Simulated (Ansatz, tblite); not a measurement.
# The cluster Li5Al5+: one state, many levels

How do method and basis change the picture of the cluster Li5Al5+ (doublet)?

Method: as each input shows; program: Ansatz 0.2.0, Gaussian basis.

Plan: GFN1-xTB, GFN2-xTB, PBE-D4/def2-TZVP, r2SCAN-D4/def2-TZVP, LDA/def2-TZVP, PBE-QIDH/def2-TZVP, PBE-D4/def2-SVP, PBE0-D4/def2-SVP, HF/STO-3G, CCSD(T)/def2-SVP, MP2/def2-TZVP.

7 further runs of the same task are left out: 5 that didn't finish, 2 set aside as unsound or not needed. Runs told in other sessions of the task aren't counted.

## Step 1: The geometry

The doublet was relaxed beforehand with PBE0-D4/def2-SVP. At that level it is the lowest of the isomers that a small search found.

10 atoms, charge 1, spin multiplicity 2.

Bond lengths: Li1–Al8 2.767 Å, Li1–Al9 2.826 Å, Li1–Al10 2.827 Å, Li2–Al6 2.826 Å, Li2–Al7 2.827 Å, Li2–Al8 2.766 Å, Li3–Al6 2.827 Å, Li3–Al8 2.766 Å, Li3–Al9 2.827 Å, Li4–Al6 2.822 Å, Li4–Al7 2.818 Å, Li4–Al9 2.822 Å, Li4–Al10 2.819 Å, Li5–Al7 2.826 Å, Li5–Al8 2.766 Å, Li5–Al10 2.826 Å, Al6–Al7 2.598 Å and more. Angles: Al8–Li1–Al9 59.1°, Al8–Li1–Al10 59.1°, Al9–Li1–Al10 54.7°, Al6–Li2–Al7 54.7°, Al6–Li2–Al8 59.0°, Al7–Li2–Al8 59.1°, Al6–Li3–Al8 59.0°, Al6–Li3–Al9 54.7°, Al8–Li3–Al9 59.1°, Al6–Li4–Al7 54.9°, Al6–Li4–Al9 54.8°, Al6–Li4–Al10 81.3°, Al7–Li4–Al9 81.3°, Al7–Li4–Al10 54.9°, Al9–Li4–Al10 54.8°, Al7–Li5–Al8 59.1°, Al7–Li5–Al10 54.7°, Al8–Li5–Al10 59.1° and more.

As a file:

```
Li    1.1519    2.0618   -1.8950
Li   -1.4098    0.2607    2.6670
Li   -2.5632    1.3243   -0.9205
Li    0.3121   -2.7812   -0.9220
Li    2.3025    0.9987    1.6907
Al   -1.6601   -1.1067    0.2060
Al    0.6263   -1.2618    1.4302
Al   -0.1330    1.1808    0.3917
Al   -0.4559   -0.2625   -1.9374
Al    1.8291   -0.4142   -0.7106
```

The ion is computed in the gas phase, without counter-ions or solvent.

PBE0-D4/def2-TZVP was run before; its log isn't repeated, and its numbers join the tables.

## Step 2: GFN1-xTB

Tight binding, by tblite at 300 K electronic temperature and without a spin-polarisation term:

```python
tblite.interface.Calculator('GFN1-xTB', numbers, positions, charge=1, uhf=1).singlepoint()
```

Energy -209.5640 eV; 0.01 s.

## Step 3: GFN2-xTB

Tight binding, by tblite at 300 K electronic temperature and without a spin-polarisation term:

```python
tblite.interface.Calculator('GFN2-xTB', numbers, positions, charge=1, uhf=1).singlepoint()
```

Energy -164.3882 eV; 0.025 s.

## Step 4: PBE-D4/def2-TZVP

start.molden holds the orbitals of an earlier run on this state, given as this run's starting guess.

Contents of in.yaml:

```yaml
crystal:
  periodic: [false, false, false]
  atoms:
    - {symbol: Li, position_ang: [1.151927, 2.061777, -1.895033]}
    - {symbol: Li, position_ang: [-1.409775, 0.260677, 2.666973]}
    - {symbol: Li, position_ang: [-2.563212, 1.324273, -0.920507]}
    - {symbol: Li, position_ang: [0.312150, -2.781179, -0.922005]}
    - {symbol: Li, position_ang: [2.302523, 0.998683, 1.690711]}
    - {symbol: Al, position_ang: [-1.660126, -1.106654, 0.205952]}
    - {symbol: Al, position_ang: [0.626307, -1.261761, 1.430162]}
    - {symbol: Al, position_ang: [-0.133027, 1.180826, 0.391741]}
    - {symbol: Al, position_ang: [-0.455857, -0.262485, -1.937370]}
    - {symbol: Al, position_ang: [1.829091, -0.414158, -0.710625]}
basis:
  gaussian: {orbitals: def2-TZVP, initial_orbitals: start.molden}
total_charge: 1
magnetization: {spin_polarized: true, initial_magnetization: 1}
hamiltonian: {xc: pbe, dispersion: d4}
scf: {omitted_lower_state_checks: [starts]}
output: {forces: true, orbitals: {seedname: orbitals}}
```

Launch:

```
$ ansatz run in.yaml --threads 4 --pin off --events-out ev --progress --plain --max-ram 4787MiB
```

The runs that follow: r2SCAN-D4/def2-TZVP; LDA/def2-TZVP; PBE-QIDH/def2-TZVP; PBE-D4/def2-SVP; PBE0-D4/def2-SVP; HF/STO-3G; CCSD(T)/def2-SVP; MP2/def2-TZVP.

Before running them: what should the planned runs give, taken together? Wanted: gap in def2-TZVP, named functionals, smallest and largest; correlation energy, CCSD(T)/def2-SVP; correlation energy, MP2/def2-TZVP; ⟨S²⟩ in def2-TZVP, named functionals, smallest and largest; PBE0 total energy, smallest basis above largest.

As calculated:

| quantity | value |
| --- | --- |
| gap in def2-TZVP, named functionals, smallest and largest | 0.39 eV (LDA), 1.75 eV (PBE0-D4) |
| correlation energy, CCSD(T)/def2-SVP | -12.91 eV |
| correlation energy, MP2/def2-TZVP | -16.96 eV |
| ⟨S²⟩ in def2-TZVP, named functionals, smallest and largest | 0.753, 0.765 |
| PBE0 total energy, smallest basis above largest | 12.15 eV (def2-SVP, def2-TZVP) |

What this shows: Orbital gaps of the named functionals in def2-TZVP span 0.39 eV (LDA) to 1.75 eV (PBE0-D4); exact exchange widens it. Over the named functionals in def2-TZVP spin contamination reaches 0.01 (r2SCAN-D4), which is small. Notes on CCSD(T)/def2-SVP: large T1 diagnostic, spin contamination.
